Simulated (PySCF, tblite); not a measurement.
# C6H10O3: Lewis adducts, part 1 of 3

Aim: compute the Lewis adducts of C6H10O3 (`C=CCOC(=O)OCC`).

Computed with tblite 0.8.0 and PySCF 2.14.0 and routines of our own; the level stands in each step. Atoms count from 0.

## (1) The system as given

19 atoms, charge 0, multiplicity 1; geometry from: start built from the parent or by distance geometry.

## (2) Relaxing the molecule with GFN2-xTB

The job: settings as JSON, then the geometry in Å.

```
{"job": {"kind": "relax", "xc": "GFN2-xTB", "basis": "xTB"}, "charge": 0, "multiplicity": 1}
C     -3.548000     0.126300     1.040400
C     -2.928800    -0.480800     0.027800
C     -1.996200     0.186200    -0.924900
O     -0.716200    -0.376100    -0.849300
C      0.194900     0.319800    -0.116000
O      0.007600     1.406000     0.397500
O      1.362700    -0.368800    -0.133700
C      2.434900     0.272900     0.598100
C      3.657800    -0.633100     0.517400
H     -4.214200    -0.424500     1.730200
H     -3.468000     1.196800     1.206200
H     -3.051500    -1.569200    -0.074000
H     -2.390300     0.003100    -1.926000
H     -1.993200     1.280600    -0.809900
H      2.125300     0.421400     1.640800
H      2.639000     1.237700     0.159000
H      3.439000    -1.603500     0.954700
H      3.937700    -0.804700    -0.526900
H      4.488000    -0.171700     1.062500
```

Run with:

```bash
$ OMP_NUM_THREADS=1 python redox_run.py task.json out
```

This one command runs all jobs of the session in turn.

The log of the run:

```text
step      E/eV     max force
  0    -819.97625    1.748
  1    -820.08379    1.127
  2    -820.10061    1.020
  3    -820.11369    0.271
  4    -820.11925    0.259
  5    -820.12287    0.298
  6    -820.12543    0.140
  7    -820.12721    0.085
  8    -820.12808    0.094
  9    -820.12891    0.058
 10    -820.12954    0.063
 11    -820.13013    0.070
 12    -820.13064    0.061
 13    -820.13111    0.059
 14    -820.13153    0.047
 15    -820.13188    0.049
 16    -820.13217    0.049
 17    -820.13241    0.038
 18    -820.13260    0.034
 19    -820.13274    0.035
 20    -820.13285    0.029
 21    -820.13294    0.024
 22    -820.13302    0.023
 23    -820.13309    0.028
 24    -820.13317    0.029
 25    -820.13323    0.017
 26    -820.13328    0.018
 27    -820.13332    0.019
 28    -820.13336    0.022
 29    -820.13342    0.021
 30    -820.13349    0.023
 31    -820.13360    0.032
 32    -820.13374    0.040
 33    -820.13391    0.047
 34    -820.13412    0.042
 35    -820.13433    0.043
 36    -820.13457    0.049
 37    -820.13484    0.047
 38    -820.13516    0.051
 39    -820.13554    0.054
 40    -820.13592    0.055
 41    -820.13621    0.042
 42    -820.13640    0.032
 43    -820.13652    0.036
 44    -820.13658    0.058
 45    -820.13667    0.052
 46    -820.13674    0.028
 47    -820.13683    0.031
 48    -820.13690    0.045
 49    -820.13702    0.049
 50    -820.13715    0.032
 51    -820.13729    0.031
 52    -820.13744    0.033
 53    -820.13762    0.047
 54    -820.13780    0.061
 55    -820.13791    0.032
 56    -820.13796    0.076
 57    -820.13810    0.023
 58    -820.13820    0.026
 59    -820.13830    0.039
 60    -820.13837    0.027
 61    -820.13842    0.016
 62    -820.13847    0.017
 63    -820.13852    0.024
 64    -820.13857    0.018
 65    -820.13862    0.016
 66    -820.13867    0.017
 67    -820.13871    0.025
 68    -820.13876    0.027
 69    -820.13883    0.019
 70    -820.13889    0.020
 71    -820.13896    0.022
 72    -820.13902    0.024
 73    -820.13909    0.025
 74    -820.13915    0.024
 75    -820.13921    0.017
 76    -820.13925    0.020
 77    -820.13930    0.018
 78    -820.13935    0.020
 79    -820.13942    0.020
 80    -820.13947    0.022
 81    -820.13952    0.020
 82    -820.13957    0.016
 83    -820.13961    0.013
 84    -820.13964    0.010
 85    -820.13966    0.011
 86    -820.13968    0.011
 87    -820.13971    0.010
```

It took 1 s on 1 thread of Intel Xeon Platinum 8559C, shared host.

Relaxation path: (not every step is listed)

| step | energy from step 0 (eV) | largest force (eV/Å) |
| --- | --- | --- |
| 0 | 0.0000 | 1.7480 |
| 1 | -0.1075 | 1.1270 |
| 2 | -0.1244 | 1.0203 |
| 3 | -0.1374 | 0.2711 |
| 4 | -0.1430 | 0.2586 |
| 5 | -0.1466 | 0.2983 |
| 6 | -0.1492 | 0.1403 |
| 7 | -0.1510 | 0.0850 |
| 8 | -0.1518 | 0.0944 |
| 15 | -0.1556 | 0.0493 |
| 22 | -0.1568 | 0.0230 |
| 29 | -0.1572 | 0.0206 |
| 36 | -0.1583 | 0.0485 |
| 43 | -0.1603 | 0.0357 |
| 50 | -0.1609 | 0.0317 |
| 57 | -0.1618 | 0.0227 |
| 64 | -0.1623 | 0.0184 |
| 71 | -0.1627 | 0.0219 |
| 78 | -0.1631 | 0.0201 |
| 82 | -0.1633 | 0.0160 |
| 83 | -0.1634 | 0.0128 |
| 84 | -0.1634 | 0.0105 |
| 85 | -0.1634 | 0.0107 |
| 86 | -0.1634 | 0.0107 |
| 87 | -0.1635 | 0.0101 |

Close pairs (by a distance rule), those that changed most:

| bond | before (Å) | after (Å) | change (Å) |
| --- | --- | --- | --- |
| C2–O3 | 1.400 | 1.433 | +0.033 |
| C0–H9 | 1.106 | 1.076 | -0.030 |
| O3–C4 | 1.361 | 1.333 | -0.028 |
| C4–O6 | 1.356 | 1.330 | -0.025 |
| C1–H11 | 1.100 | 1.082 | -0.018 |
| C4–O5 | 1.216 | 1.199 | -0.017 |
| O6–C7 | 1.448 | 1.431 | -0.017 |
| C7–H15 | 1.079 | 1.096 | +0.017 |

The end geometry stands in the next job.

## (3) Harmonic vibrations with GFN2-xTB

The job: settings as JSON, then the geometry in Å.

```
{"job": {"kind": "ir", "xc": "GFN2-xTB", "basis": "xTB"}, "charge": 0, "multiplicity": 1}
C     -3.507405     0.169528     1.023901
C     -2.796995    -0.478452     0.121601
C     -2.018078     0.192836    -0.969299
O     -0.663526    -0.272892    -0.999672
C      0.170699     0.307493    -0.137080
O     -0.101615     1.204856     0.609489
O      1.365554    -0.266119    -0.253038
C      2.395676     0.269830     0.583842
C      3.597471    -0.653326     0.511820
H     -4.054599    -0.347224     1.793205
H     -3.573198     1.244548     1.027389
H     -2.721440    -1.557416     0.130966
H     -2.419660    -0.069973    -1.952371
H     -2.026839     1.278997    -0.835343
H      2.013952     0.354574     1.607241
H      2.647268     1.275953     0.229291
H      3.333121    -1.642573     0.875009
H      3.939121    -0.740529    -0.515811
H      4.400884    -0.251610     1.122771
```

The log of the run:

```text
mode    cm-1     km/mol
  1      19.4      0.11
  2      37.8      0.28
  3      46.1      1.06
  4      80.6      3.60
  5     143.2      1.38
  6     146.8      2.25
  7     219.1      0.72
  8     284.5     11.50
  9     335.1      8.55
 10     353.8      3.17
 11     406.7      5.20
 12     489.6      0.34
 13     650.6      4.31
 14     685.9      1.33
 15     724.3     85.65
 16     823.8      2.15
 17     901.7     10.08
 18     906.3      2.56
 19     926.5      7.99
 20     937.8     20.15
 21    1003.8     17.23
 22    1024.4     23.18
 23    1061.0     70.70
 24    1105.9      2.58
 25    1125.8     25.16
 26    1137.9     14.09
 27    1144.6     16.72
 28    1197.5    751.00
 29    1227.4    165.96
 30    1241.3     13.60
 31    1264.8     16.12
 32    1310.8      3.93
 33    1328.8      3.65
 34    1400.6      7.44
 35    1404.1      0.76
 36    1421.6      5.68
 37    1472.1      4.23
 38    1474.8      0.56
 39    1490.1      5.05
 40    1717.9      3.54
 41    1802.3    484.59
 42    2920.5     26.78
 43    2942.5     21.26
 44    2947.8     17.71
 45    2950.8     14.37
 46    3052.1     15.67
 47    3053.7     21.49
 48    3056.7     19.35
 49    3070.1     22.19
 50    3108.3     11.35
 51    3136.1     35.32
ZPE 399.048  H(298)-E 429.602  G(298)-E 304.199 kJ/mol  S 420.60 J/(mol K)
```

Run time: 0.65 s. Hardware: 1 thread of Intel Xeon Platinum 8559C, shared host.

Which atoms move in the most intense modes:

| cm⁻¹ | km/mol | atoms |
| --- | --- | --- |
| 724 | 85.7 | C4 75 % |
| 1061 | 70.7 | O3 20 %, C7 18 %, C2 15 %, C8 14 % |
| 1126 | 25.2 | C7 31 %, O6 14 %, C8 14 %, H18 12 % |
| 1198 | 751.0 | C4 55 %, O6 18 %, H12 11 % |
| 1227 | 166.0 | H13 32 %, H12 30 %, O3 15 % |
| 1802 | 484.6 | C4 65 %, O5 33 % |
| 2920 | 26.8 | H15 64 %, H14 27 % |
| 3136 | 35.3 | H9 55 %, H10 34 % |

## (4) Relaxing the molecule at PBE0-D3(BJ)/ma-def2-SVP

Settings changed since step 3:

```diff
@@ -1,2 +1,2 @@
-{"job": {"kind": "ir", "xc": "GFN2-xTB", "basis": "xTB"}, "charge": 0, "multiplicity": 1}
+{"job": {"xc": "PBE0", "basis": "ma-def2-SVP", "d3": "d3bj", "grid": 1, "kind": "geom"}, "charge": 0, "multiplicity": 1}
 C     -3.507405     0.169528     1.023901
```

The log of the run:

```text
step   0  E = -459.48987196  max force = 0.014876
step   1  E = -459.49168314  max force = 0.002206
step   2  E = -459.49175293  max force = 0.000546
step   3  E = -459.49179013  max force = 0.000620
step   4  E = -459.49181751  max force = 0.000498
step   5  E = -459.49182449  max force = 0.000139
optimisation converged
```

Run time: 94 s. Hardware: 1 thread of Intel Xeon Platinum 8559C, shared host; peak memory 0.91 GiB.

The steps of the relaxation:

| step | energy from step 0 (eV) | largest force component (eV/Å) |
| --- | --- | --- |
| 0 | 0.0000 | 0.7650 |
| 1 | -0.0493 | 0.1134 |
| 2 | -0.0512 | 0.0281 |
| 3 | -0.0522 | 0.0319 |
| 4 | -0.0529 | 0.0256 |
| 5 | -0.0531 | 0.0071 |

Close pairs (by a distance rule), those that changed most:

| bond | before (Å) | after (Å) | change (Å) |
| --- | --- | --- | --- |
| C0–H10 | 1.077 | 1.094 | +0.017 |
| C0–H9 | 1.076 | 1.093 | +0.017 |
| C0–C1 | 1.319 | 1.333 | +0.015 |
| C1–H11 | 1.082 | 1.096 | +0.015 |
| C8–H18 | 1.086 | 1.100 | +0.014 |
| C8–H17 | 1.086 | 1.100 | +0.013 |
| C8–H16 | 1.086 | 1.100 | +0.013 |
| C7–C8 | 1.517 | 1.506 | -0.011 |

The end geometry stands in the next job.

| at the end point | value |
| --- | --- |
| point group (found at 0.08 Å tolerance) | C1 |
| rotational constants (GHz, main isotopes) | 4.436, 0.728, 0.695 |
| dipole moment (D) | 0.49 |

## (5) Single point (C₆H₁₀O₃): wB97X-D3(BJ)/ma-def2-SVP

Geometry: PBE0-D3(BJ)/ma-def2-SVP.

The job: settings as JSON, then the geometry in Å.

```
{"job": {"kind": "sp", "xc": "wB97X", "basis": "ma-def2-SVP", "d3": "d3bj", "grid": 2}, "charge": 0, "multiplicity": 1}
C     -3.456403     0.159416     1.092869
C     -2.832553    -0.545447     0.148436
C     -2.032698     0.067446    -0.955506
O     -0.677897    -0.389551    -0.930947
C      0.160006     0.291406    -0.154017
O     -0.099483     1.297435     0.455768
O      1.338310    -0.315414    -0.173183
C      2.371140     0.302290     0.595516
C      3.618474    -0.530274     0.453742
H     -4.048551    -0.328881     1.871175
H     -3.393863     1.251511     1.122573
H     -2.891787    -1.640194     0.147019
H     -2.411658    -0.252916    -1.936827
H     -2.054530     1.165345    -0.898321
H      2.040956     0.373588     1.644077
H      2.520755     1.331082     0.230697
H      3.455752    -1.552886     0.823569
H      3.937128    -0.589239    -0.596988
H      4.433989    -0.077956     1.036847
```

The log of the run:

```text
coarse grid: 15976 points
cycle   1  E = -459.8738955460  dE =  1.661e+00  |g| = 9.947e-01  |ddm| = 4.940e+00
cycle   2  E = -459.8616387539  dE =  1.226e-02  |g| = 1.109e+00  |ddm| = 2.938e+00
cycle   3  E = -460.0715378640  dE = -2.099e-01  |g| = 1.255e-01  |ddm| = 1.725e+00
cycle   4  E = -460.0739075637  dE = -2.370e-03  |g| = 6.578e-02  |ddm| = 2.147e-01
cycle   5  E = -460.0747229084  dE = -8.153e-04  |g| = 9.272e-03  |ddm| = 9.980e-02
cycle   6  E = -460.0747459071  dE = -2.300e-05  |g| = 2.747e-03  |ddm| = 1.962e-02
cycle   7  E = -460.0747484737  dE = -2.567e-06  |g| = 7.242e-04  |ddm| = 8.625e-03
final grid: 154592 points
cycle   8  E = -460.1601002868  dE = -3.420e-05  |g| = 7.987e-03  |ddm| = 4.729e-02
cycle   9  E = -460.1601010683  dE = -7.814e-07  |g| = 8.048e-03  |ddm| = 1.599e-02
cycle  10  E = -460.1601120945  dE = -1.103e-05  |g| = 3.322e-04  |ddm| = 7.503e-03
cycle  11  E = -460.1601121176  dE = -2.309e-08  |g| = 1.898e-04  |ddm| = 7.009e-04
cycle  12  E = -460.1601121258  dE = -8.173e-09  |g| = 5.356e-05  |ddm| = 3.121e-04
converged SCF energy = -460.1601121258
```

Wall time 13 s (1 thread of Intel Xeon Platinum 8559C, shared host); peak memory 1 GiB.

## (6) Optimising the geometry with GFN2-xTB

This step treats C6H11O3−, `C=CCO[C@H]([O-])OCC`.

The job: settings as JSON, then the geometry in Å.

```
{"job": {"kind": "relax", "xc": "GFN2-xTB", "basis": "xTB"}, "charge": -1, "multiplicity": 1}
C     -3.440200     0.153300     1.087600
C     -2.843300    -0.536800     0.125400
C     -2.015200     0.059800    -0.952300
O     -0.680400    -0.374900    -0.951500
C      0.156800     0.287600    -0.142700
O     -0.110500     1.295700     0.447000
O      1.338700    -0.309600    -0.184200
C      2.382600     0.311300     0.600500
C      3.627500    -0.537100     0.452500
H     -4.057900    -0.331600     1.876500
H     -3.400800     1.247500     1.115700
H     -2.900200    -1.646900     0.146900
H     -2.422800    -0.250600    -1.920200
H     -2.047100     1.163400    -0.907200
H      2.033500     0.390500     1.644600
H      2.514400     1.333000     0.251700
H      3.457000    -1.546700     0.826600
H      3.933600    -0.600700    -0.600500
H      4.431900    -0.072100     1.045200
H     -0.047700    -0.340300     0.729900
```

The log of the run:

```text
step      E/eV     max force
  0    -834.97743   10.175
  1    -837.47574    4.466
  2    -838.07302    2.057
  3    -838.30821    1.504
  4    -838.41990    0.951
  5    -838.47476    0.373
  6    -838.49107    0.322
  7    -838.49846    0.283
  8    -838.51143    0.263
  9    -838.51497    0.158
 10    -838.51757    0.114
 11    -838.51947    0.104
 12    -838.52167    0.133
 13    -838.52364    0.113
 14    -838.52544    0.089
 15    -838.52709    0.079
 16    -838.52867    0.098
 17    -838.52995    0.097
 18    -838.53086    0.068
 19    -838.53148    0.056
 20    -838.53201    0.061
 21    -838.53265    0.075
 22    -838.53339    0.092
 23    -838.53415    0.085
 24    -838.53486    0.068
 25    -838.53557    0.068
 26    -838.53633    0.078
 27    -838.53714    0.067
 28    -838.53788    0.063
 29    -838.53852    0.067
 30    -838.53917    0.071
 31    -838.54004    0.075
 32    -838.54126    0.080
 33    -838.54280    0.085
 34    -838.54452    0.090
 35    -838.54624    0.094
 36    -838.54773    0.093
 37    -838.54903    0.097
 38    -838.55030    0.069
 39    -838.55148    0.067
 40    -838.55232    0.167
 41    -838.55299    0.086
 42    -838.55383    0.059
 43    -838.55491    0.090
 44    -838.55550    0.080
 45    -838.55620    0.054
 46    -838.55687    0.059
 47    -838.55757    0.064
 48    -838.55817    0.072
 49    -838.55870    0.058
 50    -838.55920    0.042
 51    -838.55957    0.039
 52    -838.55979    0.031
 53    -838.55995    0.031
 54    -838.56013    0.033
 55    -838.56035    0.036
 56    -838.56060    0.038
 57    -838.56084    0.039
 58    -838.56107    0.032
 59    -838.56133    0.037
 60    -838.56167    0.048
 61    -838.56210    0.067
 62    -838.56263    0.064
 63    -838.56320    0.056
 64    -838.56378    0.052
 65    -838.56431    0.056
 66    -838.56476    0.060
 67    -838.56510    0.081
 68    -838.56534    0.059
 69    -838.56559    0.042
 70    -838.56587    0.034
 71    -838.56602    0.031
 72    -838.56616    0.028
 73    -838.56627    0.019
 74    -838.56636    0.025
 75    -838.56644    0.026
 76    -838.56654    0.022
 77    -838.56666    0.028
 78    -838.56683    0.033
 79    -838.56708    0.039
 80    -838.56742    0.035
 81    -838.56788    0.044
 82    -838.56846    0.062
 83    -838.56918    0.072
 84    -838.57006    0.082
 85    -838.57107    0.096
 86    -838.57213    0.097
 87    -838.57325    0.085
 88    -838.57441    0.093
 89    -838.57540    0.109
 90    -838.57257    0.226
 91    -838.57713    0.107
 92    -838.57790    0.079
 93    -838.57946    0.093
 94    -838.58068    0.087
 95    -838.58183    0.091
 96    -838.58279    0.078
 97    -838.58333    0.104
 98    -838.58409    0.209
 99    -838.58575    0.119
100    -838.58699    0.091
101    -838.58771    0.090
102    -838.58821    0.045
103    -838.58855    0.049
104    -838.58888    0.041
105    -838.58912    0.042
106    -838.58934    0.029
107    -838.58953    0.030
108    -838.58968    0.027
109    -838.58989    0.025
110    -838.59007    0.027
111    -838.59024    0.028
112    -838.59040    0.028
113    -838.59062    0.046
114    -838.59093    0.041
115    -838.59144    0.052
116    -838.59199    0.057
117    -838.59259    0.052
118    -838.59313    0.079
119    -838.59382    0.076
120    -838.59471    0.100
121    -838.59619    0.160
122    -838.59794    0.095
123    -838.60044    0.084
124    -838.59571    0.369
125    -838.60536    0.134
126    -838.60812    0.065
127    -838.60016    0.487
128    -838.61218    0.064
129    -838.61489    0.078
130    -838.61508    0.387
131    -838.62166    0.099
132    -838.62517    0.096
133    -838.62684    0.472
134    -838.63558    0.133
135    -838.64100    0.121
136    -838.65072    0.276
137    -838.65980    0.238
138    -838.67103    0.405
139    -838.67559    0.239
140    -838.67202    0.458
141    -838.68400    0.222
142    -838.68721    0.159
143    -838.69170    0.162
144    -838.70153    0.400
145    -838.70455    0.346
146    -838.71009    0.177
147    -838.71333    0.231
148    -838.71733    0.165
149    -838.71976    0.159
150    -838.72134    0.134
151    -838.72324    0.165
152    -838.72584    0.150
153    -838.72752    0.145
154    -838.72983    0.114
155    -838.73256    0.128
156    -838.73566    0.124
157    -838.73848    0.151
158    -838.74124    0.127
159    -838.74398    0.114
160    -838.74568    0.124
161    -838.74845    0.113
162    -838.75076    0.096
163    -838.75283    0.087
164    -838.75386    0.128
165    -838.75482    0.084
166    -838.75553    0.054
167    -838.75603    0.037
168    -838.75631    0.031
169    -838.75661    0.036
170    -838.75680    0.038
171    -838.75702    0.039
172    -838.75732    0.037
173    -838.75778    0.062
174    -838.75840    0.079
175    -838.75923    0.072
176    -838.76034    0.087
177    -838.76191    0.109
178    -838.76410    0.117
179    -838.76714    0.150
180    -838.77051    0.192
181    -838.77448    0.199
182    -838.77796    0.173
183    -838.78166    0.123
184    -838.78413    0.162
185    -838.78662    0.098
186    -838.78865    0.072
187    -838.79002    0.075
188    -838.79144    0.072
189    -838.79242    0.083
190    -838.79307    0.066
191    -838.79355    0.060
192    -838.79397    0.092
193    -838.79445    0.089
194    -838.79517    0.078
195    -838.79609    0.081
196    -838.79706    0.076
197    -838.79807    0.090
198    -838.79901    0.083
199    -838.79985    0.092
200    -838.80077    0.076
201    -838.80180    0.078
202    -838.80309    0.082
203    -838.80431    0.083
204    -838.80611    0.108
205    -838.80732    0.095
206    -838.80875    0.108
207    -838.80998    0.072
208    -838.81107    0.097
209    -838.81248    0.077
210    -838.81468    0.107
211    -838.81661    0.161
212    -838.80530    0.449
213    -838.81940    0.134
214    -838.81822    0.346
215    -838.82246    0.087
216    -838.82466    0.090
217    -838.82746    0.178
218    -838.83069    0.116
219    -838.83382    0.200
220    -838.83672    0.134
221    -838.84029    0.094
222    -838.84192    0.187
223    -838.83969    0.368
224    -838.84564    0.136
225    -838.84686    0.079
226    -838.84870    0.076
227    -838.85026    0.112
228    -838.85123    0.080
229    -838.85217    0.097
230    -838.85341    0.119
231    -838.85459    0.105
232    -838.85578    0.096
233    -838.85685    0.095
234    -838.85781    0.125
235    -838.85866    0.075
236    -838.85980    0.081
237    -838.86181    0.076
238    -838.86376    0.091
239    -838.86608    0.103
240    -838.86882    0.130
241    -838.87199    0.181
242    -838.87500    0.144
243    -838.87732    0.113
244    -838.87886    0.105
245    -838.87996    0.071
246    -838.88115    0.074
247    -838.88274    0.114
248    -838.88419    0.092
249    -838.88602    0.098
250    -838.88794    0.110
251    -838.88938    0.096
252    -838.89019    0.131
253    -838.89129    0.081
254    -838.89224    0.066
255    -838.89319    0.075
256    -838.89372    0.060
257    -838.89443    0.055
258    -838.89499    0.042
259    -838.89539    0.037
260    -838.89567    0.036
261    -838.89590    0.030
262    -838.89602    0.029
263    -838.89609    0.023
264    -838.89614    0.018
265    -838.89619    0.015
266    -838.89623    0.011
267    -838.89626    0.009
```

Run time: 3.5 s. Hardware: 1 thread of Intel Xeon Platinum 8559C, shared host.

Step by step: (not every step is listed)

| step | energy from step 0 (eV) | largest force (eV/Å) |
| --- | --- | --- |
| 0 | 0.0000 | 10.1751 |
| 1 | -2.4983 | 4.4663 |
| 2 | -3.0956 | 2.0569 |
| 3 | -3.3308 | 1.5037 |
| 4 | -3.4425 | 0.9514 |
| 5 | -3.4973 | 0.3730 |
| 6 | -3.5136 | 0.3222 |
| 7 | -3.5210 | 0.2827 |
| 8 | -3.5340 | 0.2630 |
| 33 | -3.5654 | 0.0845 |
| 58 | -3.5836 | 0.0316 |
| 83 | -3.5917 | 0.0722 |
| 108 | -3.6123 | 0.0270 |
| 133 | -3.6494 | 0.4719 |
| 158 | -3.7638 | 0.1275 |
| 183 | -3.8042 | 0.1232 |
| 208 | -3.8336 | 0.0973 |
| 233 | -3.8794 | 0.0949 |
| 258 | -3.9176 | 0.0422 |
| 262 | -3.9186 | 0.0292 |
| 263 | -3.9187 | 0.0232 |
| 264 | -3.9187 | 0.0185 |
| 265 | -3.9188 | 0.0152 |
| 266 | -3.9188 | 0.0112 |
| 267 | -3.9188 | 0.0085 |

Distances of close pairs at the start and the end, largest changes first:

| bond | before (Å) | after (Å) | change (Å) |
| --- | --- | --- | --- |
| O3–C4 | 1.339 | 1.511 | +0.171 |
| C4–O6 | 1.325 | 1.468 | +0.143 |
| C4–O5 | 1.198 | 1.256 | +0.057 |
| O6–C7 | 1.446 | 1.397 | -0.049 |
| C0–H9 | 1.113 | 1.079 | -0.034 |
| C1–H11 | 1.112 | 1.082 | -0.030 |
| C4–H19 | 1.094 | 1.123 | +0.029 |
| C7–C8 | 1.514 | 1.531 | +0.017 |

The next job starts from the end point, and lists it.

(Continued in part 2 of 3.)
